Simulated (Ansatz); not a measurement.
# AlRh: elastic constants, part 2 of 2

How stiff is the crystal, and how unevenly? Runs: cell and atoms relaxed (PAW); reference run (PAW); cell relaxed at 20 GPa (PAW); at 20 GPa (PAW); strain amplitude 0.0002 (PAW).

Ansatz 0.2.0; DFT PBEsol. The steps go on from the part before.

## 5. The log goes on: cell relaxed at 20 GPa

The log, continued, cut to the lines that bear on the results:

```text
[...]
SCF iter   1: F=—  HF=-6865.364520 eV  |F-HF|=—  |Δ(HF+E_count)|=         —  Δρ=3.42e-5  dr2=3.58e-7  ethr=1.77e-9  ⟨swp⟩=2.8  Hψ=10013  notcnv=0
[...]
relax step   5: F+E_penalty+E_count = -6865.36448051 eV  Δ(F+E_penalty+E_count) = +6.106e-4 eV  max|allowed force component| = 9.286e-30 eV/Å  Δτ_max = 0.0000 Å  P = +20.000 GPa  Ω = 24.264 Å³  energy of the carried Pulay correction = +9.750e-4 eV  (7 SCF iters, accepted)
[...]
relax step   6: F+E_penalty+E_count = -6865.36359213 eV  Δ(F+E_penalty+E_count) = +8.884e-4 eV  max|allowed force component| = 6.262e-30 eV/Å  Δτ_max = 0.0000 Å  P = +19.988 GPa  Ω = 24.264 Å³  stress off target by 1.16e-2 GPa  SCF on the basis re-selected at this cell (its energy is not [...]
SCF converged after 6 iterations
Free energy (F): -6865.363592 eV
[...]
E sigma→0 (E₀):  -6865.356339 eV
Entropy (-TS):   -0.014507 eV (-7.254 meV/atom)
[...]
       19.988442       0.000000      -0.000000
        0.000000      19.988442       0.000000
       -0.000000       0.000000      19.988442
  P = ⅓ Tr σ = 19.9884 GPa (199.884 kbar)
--- Band table (eV; the first three rows and the last of 120) ---
  k-point 0: bands = ["-60.1821", "-28.0699", "-28.0699", "-28.0699", "7.3147", "13.1999", "13.1999", "16.9471", "16.9471", "16.9471", "24.1495", "24.1495", "24.1495", "28.7280"]
[...]
--- Relaxed structure (5 steps of the walk, 5 accepted, 1 SCFs on fresh bases) ---
  F+E_penalty+E_count = -6865.36359213 eV   max|allowed force component| = 6.262e-30 eV/Å   (the final SCF, on the basis selected at the relaxed cell)
  cell:  # Å, volume = 24.2645 Å³
    - [2.895055121694537, 5.797851603415741e-34, 1.1550564223759906e-33]
    - [7.081804899673899e-34, 2.895055121694537, -4.012354050806741e-36]
    - [1.1550564223759906e-33, -4.012354050806741e-36, 2.895055121694537]
  atoms:
    - { symbol: Al, position: [-3.128772379774587e-47, -6.749472200562499e-37, 4.049683320340262e-36] }
    - { symbol: Rh, position: [0.5, 0.5, 0.5] }
```

It took 11 s on 1 thread of Intel Xeon Platinum 8488C (Sapphire Rapids), shared host; peak memory 0.4 GiB.

Relaxation path:

```
step  energy from step 1 (eV/cell)  largest force component (eV/Å)  pressure (GPa)  volume (Å³)
   1                        0.0000                          0.0000            0.00        26.26
   2                        0.2328                          0.0000           30.14        23.50
   3                        0.1028                          0.0000           18.79        24.36
   4                        0.1143                          0.0000           19.94        24.27
   5                        0.1149                          0.0000           20.00        24.26
   6                        0.1158                          0.0000           19.99        24.26
```

Step 1 is the start. Step 6 repeats the geometry before on a plane-wave basis chosen anew for that cell, so the energy can jump there without any move; the table keeps such jumps.

| input's cell | before | after | change |
| --- | --- | --- | --- |
| a (Å) | 2.972 | 2.895 | -2.6 % |
| b (Å) | 2.972 | 2.895 | -2.6 % |
| c (Å) | 2.972 | 2.895 | -2.6 % |
| volume (Å³/atom) | 13.13 | 12.13 | -7.6 % |

## 6. At 20 GPa, PAW

The input, input.yaml:

```yaml
crystal:
  lattice:
    - [2.89505512169, 0.0, 0.0]
    - [0.0, 2.89505512169, 0.0]
    - [0.0, 0.0, 2.89505512169]
  atoms:
    - { symbol: Al, position: [0.0, 0.0, 0.0] }
    - { symbol: Rh, position: [0.5, 0.5, 0.5] }
kpoints:
  mp_grid: { grid: [14, 14, 14] }
scf:
  occupations: { method: fermi_dirac, width: 0.1 }
hamiltonian:
  xc: pbesol
  pseudopotentials: { kind: paw }
elastic:
  mode: relaxed_ion
  stencil: two_point
  amplitude: 0.005
```

On the command line:

```
$ ansatz run input.yaml --threads 1 --pin off --max-ram 2048MiB --backend cpu --events-out ev --progress --plain --runs-dir out
```

The log of the run:

```text
[... 7 set-up lines as earlier in the session ...]
Crystal: 2 atoms, lattice volume = 24.264 Å³
Basis set: ecut = 420 eV, 461 PW (Γ), exchange–correlation on 40×40×40 points (8 copies of the dense FFT grid, shifted against one another)
Bands: 14, of which v1, the nominal top of the filled ones, is band 10 counted from 1 (9 counted from 0)
[... 1 set-up line as earlier in the session ...]
Space group: Pm-3m (ITA 221), of the structure as read, at distance tolerance 2.9e-5 Å
k-points: 120 of 2744
[... 10 set-up lines as earlier in the session ...]
SCF iter   1: F=—  HF=-6865.367488 eV  |F-HF|=—  |Δ(HF+E_count)|=         —  Δρ=8.75e-3  dr2=1.89e-2  ethr=1.77e-3  ⟨swp⟩=4.8  Hψ=8286  notcnv=0
preconditioner: auto → none  [metal: Δε(μ)=0.138 eV  Ē_g=10.055 eV  σ=0.100 eV  W_gap=0.30  n_scr=6 (ndim 8)  ℏωp=26.1 eV  f_vac=0.000  D(μ)=0.39/eV (n_scr^D=0)  sad-step TF]
SCF iter   2: F=—  HF=-6865.364795 eV  |F-HF|=—  |Δ(HF+E_count)|=   2.69e-3  Δρ=4.62e-3  dr2=5.64e-3  ethr=9.44e-5  ⟨swp⟩=1.0  Hψ=2640  notcnv=0
SCF iter   3: F=—  HF=-6865.363631 eV  |F-HF|=—  |Δ(HF+E_count)|=   1.16e-3  Δρ=3.42e-4  dr2=1.82e-5  ethr=2.82e-5  ⟨swp⟩=2.3  Hψ=2156  notcnv=0
SCF iter   4: F=—  HF=-6865.363591 eV  |F-HF|=—  |Δ(HF+E_count)|=   3.97e-5  Δρ=5.39e-5  dr2=4.17e-7  ethr=9.08e-8  ⟨swp⟩=2.3  Hψ=2634  notcnv=0
SCF iter   5: F=—  HF=-6865.363592 eV  |F-HF|=—  |Δ(HF+E_count)|=   8.29e-7  Δρ=4.35e-6  dr2=9.31e-10  ethr=2.09e-9  ⟨swp⟩=2.7  Hψ=2728  notcnv=0
SCF iter   6: F=—  HF=-6865.363592 eV  |F-HF|=—  |Δ(HF+E_count)|=  3.71e-10  Δρ=1.45e-7  dr2=1.21e-12  ethr=4.65e-12  ⟨swp⟩=2.5  Hψ=2625  notcnv=0
SCF iter   7: F=-6865.363592 eV  HF=-6865.363592 eV  |F-HF|=0.00e0  |Δ(HF+E_count)|=    0.00e0  Δρ=1.43e-8  dr2=1.01e-14  ethr=1.00e-12  ⟨swp⟩=4.5  Hψ=6048  notcnv=0
SCF 1 converged in 7 iterations: F = -6865.363592 eV  dr2 = 1.01e-14
Crystal: 2 atoms, lattice volume = 24.143 Å³
[... 1 set-up line as earlier in the session ...]
k-points: 288 of 2744
[... 2 set-up lines as earlier in the session ...]
iter 1 solved again at ethr=1.09e-6 eV; its pass at ethr=3.10e-3 eV (dr2=2.18e-4 eV) is discarded
SCF iter   1: F=—  HF=-6865.347657 eV  |F-HF|=—  |Δ(HF+E_count)|=         —  Δρ=9.75e-4  dr2=1.90e-4  ethr=1.09e-6  ⟨swp⟩=2.0  Hψ=24957  notcnv=0
preconditioner: auto → none  [metal: Δε(μ)=0.036 eV  Ē_g=10.119 eV  σ=0.100 eV  W_gap=0.09  n_scr=6 (ndim 8)  ℏωp=26.2 eV  f_vac=0.000  D(μ)=0.39/eV (n_scr^D=0)]
SCF iter   2: F=—  HF=-6865.347617 eV  |F-HF|=—  |Δ(HF+E_count)|=   4.04e-5  Δρ=3.62e-4  dr2=1.54e-5  ethr=9.52e-7  ⟨swp⟩=2.1  Hψ=5374  notcnv=0
SCF iter   3: F=—  HF=-6865.347576 eV  |F-HF|=—  |Δ(HF+E_count)|=   4.10e-5  Δρ=8.19e-5  dr2=8.29e-7  ethr=7.71e-8  ⟨swp⟩=1.7  Hψ=5240  notcnv=0
SCF iter   4: F=—  HF=-6865.347574 eV  |F-HF|=—  |Δ(HF+E_count)|=   1.79e-6  Δρ=9.54e-6  dr2=5.43e-9  ethr=4.14e-9  ⟨swp⟩=2.4  Hψ=5565  notcnv=0
SCF iter   5: F=—  HF=-6865.347574 eV  |F-HF|=—  |Δ(HF+E_count)|=  9.05e-10  Δρ=1.44e-6  dr2=1.35e-10  ethr=2.71e-11  ⟨swp⟩=2.1  Hψ=6816  notcnv=0
SCF iter   6: F=—  HF=-6865.347574 eV  |F-HF|=—  |Δ(HF+E_count)|=  9.09e-13  Δρ=1.43e-7  dr2=1.73e-12  ethr=6.74e-13 (applied; sched 1.00e-12)  ⟨swp⟩=2.1  Hψ=6981  notcnv=0
SCF iter   7: F=-6865.347574 eV  HF=-6865.347574 eV  |F-HF|=1.82e-12  |Δ(HF+E_count)|=  1.82e-12  Δρ=1.11e-8  dr2=9.58e-15  ethr=1.00e-12  ⟨swp⟩=4.0  Hψ=13982  notcnv=0
SCF 2 converged in 7 iterations: F = -6865.347574 eV  dr2 = 9.58e-15
Crystal: 2 atoms, lattice volume = 24.386 Å³
iter 1 solved again at ethr=2.31e-9 eV; its pass at ethr=3.10e-3 eV (dr2=4.61e-7 eV) is discarded
SCF iter   1: F=—  HF=-6865.377914 eV  |F-HF|=—  |Δ(HF+E_count)|=         —  Δρ=1.86e-4  dr2=4.53e-7  ethr=2.31e-9  ⟨swp⟩=2.1  Hψ=23722  notcnv=0
preconditioner: auto → none  [metal: Δε(μ)=0.015 eV  Ē_g=10.031 eV  σ=0.100 eV  W_gap=0.04  n_scr=6 (ndim 8)  ℏωp=26.0 eV  f_vac=0.000  D(μ)=0.41/eV (n_scr^D=0)]
SCF iter   2: F=—  HF=-6865.377870 eV  |F-HF|=—  |Δ(HF+E_count)|=   4.39e-5  Δρ=9.00e-5  dr2=6.45e-8  ethr=2.27e-9  ⟨swp⟩=2.4  Hψ=5815  notcnv=0
SCF iter   3: F=—  HF=-6865.377870 eV  |F-HF|=—  |Δ(HF+E_count)|=   1.98e-7  Δρ=1.68e-5  dr2=1.69e-9  ethr=3.22e-10  ⟨swp⟩=1.0  Hψ=4034  notcnv=0
SCF iter   4: F=—  HF=-6865.377870 eV  |F-HF|=—  |Δ(HF+E_count)|=   7.60e-9  Δρ=1.99e-6  dr2=8.22e-11  ethr=8.45e-12  ⟨swp⟩=2.4  Hψ=5782  notcnv=0
SCF iter   5: F=—  HF=-6865.377870 eV  |F-HF|=—  |Δ(HF+E_count)|=  8.46e-11  Δρ=2.11e-7  dr2=1.21e-12  ethr=4.11e-13 (applied; sched 1.00e-12)  ⟨swp⟩=2.5  Hψ=6422  notcnv=0
SCF iter   6: F=-6865.377870 eV  HF=-6865.377870 eV  |F-HF|=0.00e0  |Δ(HF+E_count)|=  9.09e-13  Δρ=2.33e-8  dr2=2.57e-14  ethr=1.00e-12  ⟨swp⟩=4.0  Hψ=13360  notcnv=0
SCF 3 converged in 6 iterations: F = -6865.377870 eV  dr2 = 2.57e-14
[... 1 set-up line as earlier in the session ...]
k-points: 456 of 2744
iter 1 solved again at ethr=1.35e-7 eV; its pass at ethr=3.10e-3 eV (dr2=2.70e-5 eV) is discarded
SCF iter   1: F=—  HF=-6865.363311 eV  |F-HF|=—  |Δ(HF+E_count)|=         —  Δρ=3.99e-4  dr2=1.40e-5  ethr=1.35e-7  ⟨swp⟩=2.9  Hψ=39537  notcnv=0
preconditioner: auto → none  [metal: Δε(μ)=0.141 eV  Ē_g=10.078 eV  σ=0.100 eV  W_gap=0.31  n_scr=6 (ndim 8)  ℏωp=26.1 eV  f_vac=0.000  D(μ)=0.40/eV (n_scr^D=0)]
SCF iter   2: F=—  HF=-6865.363269 eV  |F-HF|=—  |Δ(HF+E_count)|=   4.22e-5  Δρ=1.76e-4  dr2=2.56e-6  ethr=7.01e-8  ⟨swp⟩=1.0  Hψ=6384  notcnv=0
SCF iter   3: F=—  HF=-6865.363267 eV  |F-HF|=—  |Δ(HF+E_count)|=   2.01e-6  Δρ=1.30e-5  dr2=8.91e-9  ethr=1.28e-8  ⟨swp⟩=1.2  Hψ=7133  notcnv=0
SCF iter   4: F=—  HF=-6865.363268 eV  |F-HF|=—  |Δ(HF+E_count)|=   9.71e-7  Δρ=2.93e-6  dr2=1.48e-9  ethr=4.45e-11  ⟨swp⟩=2.1  Hψ=10794  notcnv=0
SCF iter   5: F=—  HF=-6865.363268 eV  |F-HF|=—  |Δ(HF+E_count)|=  3.64e-10  Δρ=3.00e-7  dr2=4.63e-12  ethr=7.42e-12  ⟨swp⟩=2.5  Hψ=9863  notcnv=0
SCF iter   6: F=—  HF=-6865.363268 eV  |F-HF|=—  |Δ(HF+E_count)|=  1.82e-12  Δρ=5.44e-8  dr2=1.65e-13  ethr=2.32e-14 (applied; sched 1.00e-12)  ⟨swp⟩=2.4  Hψ=10927  notcnv=0
SCF iter   7: F=-6865.363268 eV  HF=-6865.363268 eV  |F-HF|=0.00e0  |Δ(HF+E_count)|=    0.00e0  Δρ=1.07e-8  dr2=8.36e-15  ethr=1.00e-12  ⟨swp⟩=4.0  Hψ=19553  notcnv=0
SCF 4 converged in 7 iterations: F = -6865.363268 eV  dr2 = 8.36e-15
iter 1 solved again at ethr=2.38e-10 eV; its pass at ethr=3.10e-3 eV (dr2=4.75e-8 eV) is discarded
SCF iter   1: F=—  HF=-6865.363308 eV  |F-HF|=—  |Δ(HF+E_count)|=         —  Δρ=8.72e-5  dr2=4.66e-8  ethr=2.38e-10  ⟨swp⟩=2.3  Hψ=38402  notcnv=0
SCF iter   2: F=—  HF=-6865.363268 eV  |F-HF|=—  |Δ(HF+E_count)|=   4.01e-5  Δρ=4.37e-5  dr2=1.45e-8  ethr=2.33e-10  ⟨swp⟩=2.0  Hψ=8879  notcnv=0
SCF iter   3: F=—  HF=-6865.363268 eV  |F-HF|=—  |Δ(HF+E_count)|=   6.96e-8  Δρ=3.34e-6  dr2=1.59e-9  ethr=7.24e-11  ⟨swp⟩=2.2  Hψ=8702  notcnv=0
SCF iter   4: F=—  HF=-6865.363268 eV  |F-HF|=—  |Δ(HF+E_count)|=  9.00e-11  Δρ=9.63e-7  dr2=1.15e-10  ethr=7.97e-12  ⟨swp⟩=2.1  Hψ=8572  notcnv=0
SCF iter   5: F=—  HF=-6865.363268 eV  |F-HF|=—  |Δ(HF+E_count)|=    0.00e0  Δρ=2.96e-7  dr2=2.46e-11  ethr=5.74e-13 (applied; sched 1.00e-12)  ⟨swp⟩=1.0  Hψ=6387  notcnv=0
SCF iter   6: F=—  HF=-6865.363268 eV  |F-HF|=—  |Δ(HF+E_count)|=  1.82e-12  Δρ=2.50e-8  dr2=1.43e-13  ethr=1.23e-13 (applied; sched 1.00e-12)  ⟨swp⟩=2.2  Hψ=8137  notcnv=0
SCF iter   7: F=-6865.363268 eV  HF=-6865.363268 eV  |F-HF|=0.00e0  |Δ(HF+E_count)|=    0.00e0  Δρ=4.82e-9  dr2=7.38e-15  ethr=1.00e-12  ⟨swp⟩=3.6  Hψ=18455  notcnv=0
SCF 5 converged in 7 iterations: F = -6865.363268 eV  dr2 = 7.38e-15
SCF converged after 7 iterations
Free energy (F): -6865.363592 eV
Harris-Foulkes:  -6865.363592 eV  (|F-HF|=0.00e0)
Internal energy: -6865.349085 eV  (E = F + TS)
E sigma→0 (E₀):  -6865.356339 eV
Entropy (-TS):   -0.014507 eV (-7.254 meV/atom)
Fermi energy:    18.851652 eV
--- Per-component energies (eV) ---
  E_band       = -116.842089
  E_kinetic    = 607.721737
  E_local      = -2078.543773  (includes V_loc(G=0)·N_el)
  E_nonlocal   = 367.378781
  E_hartree    = 788.447409
  E_xc         = -264.441015
  E_vxc        = -312.922703  (∫ρ·V_xc dr)
  E_paw        = -3980.040600  (= ΣΔE_a)
  E_vpaw       = -277.371773  (= ΣTr[D̂ρ^β])
  E_aug_tail   = 0.000827  (compensation charges beyond the density's cutoff)
  E_ewald      = -2306.167790
  E_core_change = 0.295339  (= ΣΔE_core)
  E_smearing   = -0.014507  (= −TS)
  E_closure    = 0.000000  (closes the sum)
  Σ components = -6865.363592   (vs F -6865.363592, Δ=0.00e0)
--- Forces (eV/Å), atoms counted from 1 ---
  atom   1  Al    -0.00000000     0.00000000     0.00000000
  atom   2  Rh     0.00000000     0.00000000    -0.00000000
  max |Σ_I F_I| component: 4.17e-30 eV/Å
--- Stress (GPa, compression-positive) ---
       19.988442       0.000000       0.000000
        0.000000      19.988442       0.000000
       -0.000000       0.000000      19.988442
  P = ⅓ Tr σ = 19.9884 GPa (199.884 kbar)
--- Band table (eV; the first three rows and the last of 120) ---
  k-point 0: bands = ["-60.1821", "-28.0699", "-28.0699", "-28.0699", "7.3147", "13.1999", "13.1999", "16.9471", "16.9471", "16.9471", "24.1495", "24.1495", "24.1495", "28.7280"]
  k-point 1: bands = ["-60.1814", "-28.0803", "-28.0691", "-28.0691", "7.4189", "13.2343", "13.2425", "16.8357", "16.8357", "16.9588", "23.5805", "24.3405", "24.3405", "28.5188"]
  k-point 2: bands = ["-60.1792", "-28.1092", "-28.0667", "-28.0667", "7.7263", "13.3328", "13.3467", "16.5460", "16.5460", "16.9919", "22.3952", "24.8684", "24.8684", "27.9659"]
  k-point 119: bands = ["-60.1364", "-28.2293", "-28.2293", "-28.2293", "12.2840", "12.2840", "12.2840", "18.3706", "18.3706", "21.0497", "21.6724", "21.6724", "21.6724", "26.1879"]
--- Elastic constants: 2 strain directions × 2 members + reference (group order 48) ---
  dense FFT box of the reference and of every strained cell: 20×20×20
  strains applied: 11, 23; error gains: componentwise 1.00 (the most a stress slope's error grows in a printed constant), spectral 1.73 (1 for all six strains in a standard setting)
  C = ∂σ_k/∂η_j (tension-positive GPa; Voigt order 11 22 33 23 13 12):
       457.211    218.469    218.469     -0.000     -0.000     -0.000
       218.469    457.211    218.469     -0.000     -0.000     -0.000
       218.469    218.469    457.211     -0.000     -0.000     -0.000
         0.000      0.000      0.000    159.154     -0.000     -0.000
         0.000      0.000     -0.000     -0.000    159.154      0.000
         0.000     -0.000      0.000      0.000      0.000    159.154
  reference stress σ⁰ (GPa):    -19.988    -19.988    -19.988     -0.000      0.000     -0.000
  C* (energy form; C + prestress term) asymmetry max|C*_kj − C*_jk| = 2.274e-13 GPa — a small one proves nothing (zero by symmetry where the batch's group is 432, −43m or m−3m); a large one is finite-difference/SCF noise where every solve meets its electron count
  moduli (Voigt/Reuss/Hill, GPa): K = 298.05/298.05/298.05   G = 143.24/140.43/141.84   E = 367.25   ν = 0.295
  mechanically stable: yes (min eigenvalue of sym C = 159.15 GPa)
  strain η (Voigt 11):  stress-route row diagonal C_11 = 457.21 GPa, energy-path curvature d²(F+E_count+ΔE)/dδ²/Ω₀ = 457.23 GPa
         δ    σ_11 (GPa)             F (eV)   n_scf  n_hpsi   n_pw
    -5.000e-3     -22.3414       -6865.3475739       7   73017    484   relax 0 steps, max|allowed force component| 2.60e-28 eV/Å
     5.000e-3     -17.7693       -6865.3778700       6   63235    491   relax 0 steps, max|allowed force component| 2.75e-28 eV/Å
  strain η (Voigt 23):  stress-route row diagonal C_44 = 159.15 GPa, energy-path curvature d²(F+E_count+ΔE)/dδ²/Ω₀ = 169.13 GPa
         δ    σ_23 (GPa)             F (eV)   n_scf  n_hpsi   n_pw
    -5.000e-3      -0.7958       -6865.3632677       7  110697    485   relax 0 steps, max|allowed force component| 2.48e-29 eV/Å
     5.000e-3       0.7958       -6865.3632677       7  104016    485   relax 0 steps, max|allowed force component| 2.52e-29 eV/Å
```

Wall time 25 s (1 thread of Intel Xeon Platinum 8488C (Sapphire Rapids), shared host); peak memory 0.47 GiB.

C in GPa (Voigt order xx, yy, zz, yz, xz, xy):

```
457.2 218.5 218.5   0.0   0.0   0.0
218.5 457.2 218.5   0.0   0.0   0.0
218.5 218.5 457.2   0.0   0.0   0.0
  0.0   0.0   0.0 159.2   0.0   0.0
  0.0   0.0   0.0   0.0 159.2   0.0
  0.0   0.0   0.0   0.0   0.0 159.2
```

## 7. Strain amplitude 0.0002, PAW

input.yaml: that of step 6 with these lines changed.

```diff
@@ -2,5 +2,5 @@
   lattice:
-    - [2.89505512169, 0.0, 0.0]
-    - [0.0, 2.89505512169, 0.0]
-    - [0.0, 0.0, 2.89505512169]
+    - [2.97234652694, 0.0, 0.0]
+    - [0.0, 2.97234652694, 0.0]
+    - [0.0, 0.0, 2.97234652694]
   atoms:
@@ -18,2 +18,2 @@
   stencil: two_point
-  amplitude: 0.005
+  amplitude: 0.0002
```

On the command line:

```
$ ansatz run input.yaml --threads 1 --pin off --max-ram 2048MiB --backend cpu --events-out ev --progress --plain --runs-dir out
```

The log of the run, cut to the lines that bear on the results:

```text
Warning: elastic: elastic.amplitude = 2e-4 is under 1e-3, the smallest value that the input manual advises. Under elastic.basis: reselect (the default) a strained cell's stress can jump where the strain carries plane waves across the cutoff. Elastic constants are stress differences [...]
[... 4 set-up lines as earlier in the session ...]
[...]
Crystal: 2 atoms, lattice volume = 26.260 Å³
Basis set: ecut = 420 eV, 485 PW (Γ), exchange–correlation on 40×40×40 points (8 copies of the dense FFT grid, shifted against one another)
Bands: 14, of which v1, the nominal top of the filled ones, is band 10 counted from 1 (9 counted from 0)
[... 2 set-up lines as earlier in the session ...]
k-points: 120 of 2744
[...]
  moduli (Voigt/Reuss/Hill, GPa): K = 211.54/211.54/211.54   G = 106.39/103.76/105.08   E = 270.45   ν = 0.287
  mechanically stable: yes (min eigenvalue of sym C = 119.61 GPa)
  strain η (Voigt 11):  stress-route row diagonal C_11 = 326.95 GPa, energy-path curvature d²(F+E_count+ΔE)/dδ²/Ω₀ = 327.22 GPa
         δ    σ_11 (GPa)             F (eV)   n_scf  n_hpsi   n_pw
    -2.000e-4      -0.0630       -6865.4793411       6   62949    536   relax 0 steps, max|allowed force component| 1.90e-29 eV/Å
     2.000e-4       0.0678       -6865.4793445       8   62898    536   relax 0 steps, max|allowed force component| 1.88e-29 eV/Å
  strain η (Voigt 23):  stress-route row diagonal C_44 = 119.61 GPa, energy-path curvature d²(F+E_count+ΔE)/dδ²/Ω₀ = 119.05 GPa
         δ    σ_23 (GPa)             F (eV)   n_scf  n_hpsi   n_pw
    -2.000e-4      -0.0239       -6865.4793435       6  104773    536   relax 0 steps, max|allowed force component| 6.36e-30 eV/Å
     2.000e-4       0.0239       -6865.4793435       8  100077    536   relax 0 steps, max|allowed force component| 0.00e0 eV/Å
```

Run time: 21 s. Hardware: 1 thread of Intel Xeon Platinum 8488C (Sapphire Rapids), shared host; peak memory 0.49 GiB.

These settings are unsound, so nothing is quoted from this run.

## 8. Side by side

| run | C11 | C12 | C44 | K | G | E | Poisson ratio |
| --- | --- | --- | --- | --- | --- | --- | --- |
| ions relaxed, PAW | 327.1 | 153.8 | 119.5 | 211.6 | 105.0 | 270.4 | 0.287 |
| at 20 GPa, PAW | 457.2 | 218.5 | 159.2 | 298.0 | 141.8 | 367.3 | 0.295 |

Constants and moduli in GPa; K, G and E are Hill averages.

## 9. Summary of results

What follows sums up all 2 parts.

| quantity | value |
| --- | --- |
| C11 (PAW) | 327 GPa |
| C12 (PAW) | 154 GPa |
| C44 (PAW) | 119 GPa |
| bulk, shear and Young's modulus | 212, 105, 270 GPa |
| Debye temperature from sound speeds | 502 K |
| universal anisotropy index | 0.13 |

What this shows: All eigenvalues are positive, so the crystal is mechanically stable; by PAW K = 212 and G = 105 GPa, K/G = 2.01, on the ductile side of Pugh's rough line at 1.75, which was drawn for metals. Young's modulus runs from 229 to 302 GPa with direction. At 20 GPa K rises to 298 GPa. Cautions: frozen-core PAW files fitted under PBE, their cores solved anew for the functional of the run; responses of metals move with mesh and smearing.
